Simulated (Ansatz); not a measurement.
# Mg2SO: the cost of one run

Computed with Ansatz 0.2.0 (DFT PBE, scalar-relativistic, plane waves, PAW, unless a step's input says otherwise).

### Step 1. Starting point

Symmetry: P6/mmm, No. 191, hexagonal system. The conventional cell has a = 3.808 Å, b = 3.808 Å, c = 3.966 Å, α = 90.00°, β = 90.00°, γ = 120.00°. Around Mg (site symmetry -6m2) lie 3 O at 2.20 Å and 3 Mg at 2.20 Å. Around S (site symmetry 6/mmm) lie 2 O at 1.98 Å. O (site symmetry 6/mmm) is surrounded by 2 S at 1.98 Å and 6 Mg at 2.20 Å.

Coordinates:

```cif
data_structure
_symmetry_space_group_name_H-M 'P 1'
_symmetry_Int_Tables_number 1
_cell_length_a 3.8077
_cell_length_b 3.8077
_cell_length_c 3.9664
_cell_angle_alpha 90.000
_cell_angle_beta 90.000
_cell_angle_gamma 120.000
_cell_volume 49.80
loop_
_atom_site_label
_atom_site_type_symbol
_atom_site_fract_x
_atom_site_fract_y
_atom_site_fract_z
_atom_site_occupancy
Mg1 Mg 0.33333 0.66667 0.00000 1
Mg2 Mg 0.66667 0.33333 0.00000 1
S1 S 0.00000 0.00000 0.50000 1
O1 O 0.00000 0.00000 0.00000 1
```

A structure generator made this guess: random cell by space group and Wyckoff sites (P6/mmm, No. 191). The dimensions are guesses.

### Step 2. Probe: one point on a coarse mesh

The input, input.yaml:

```yaml
crystal:
  lattice:
    - [3.80772925, 0.0, 0.0]
    - [-1.90386462, 3.29759026, 0.0]
    - [0.0, 0.0, 3.96642943]
  atoms:
    - { symbol: Mg, position: [0.33333333, 0.66666667, 0.0] }
    - { symbol: Mg, position: [0.66666667, 0.33333333, 0.0] }
    - { symbol: S, position: [0.0, 0.0, 0.5] }
    - { symbol: O, position: [0.0, 0.0, 0.0] }
basis:
  ecutwfc: 420
kpoints:
  mp_grid: { grid: [6, 6, 4] }
hamiltonian:
  xc: pbe
scf:
  occupations: { method: gaussian, width: 0.1 }
  lower_state_search: "off"
output:
  forces: true
  stress: true
  eigenvalues: true
```

The run is started by

```console
ansatz run input.yaml --threads 1 --pin off --max-ram 2048MiB --backend cpu --events-out ev --progress --plain --runs-dir out
```

**Question.** How long does this run take on 1 thread of Arm Neoverse V1, shared host, and how much memory does it need?

About 1.5 s, with a peak of 0.28 GiB.
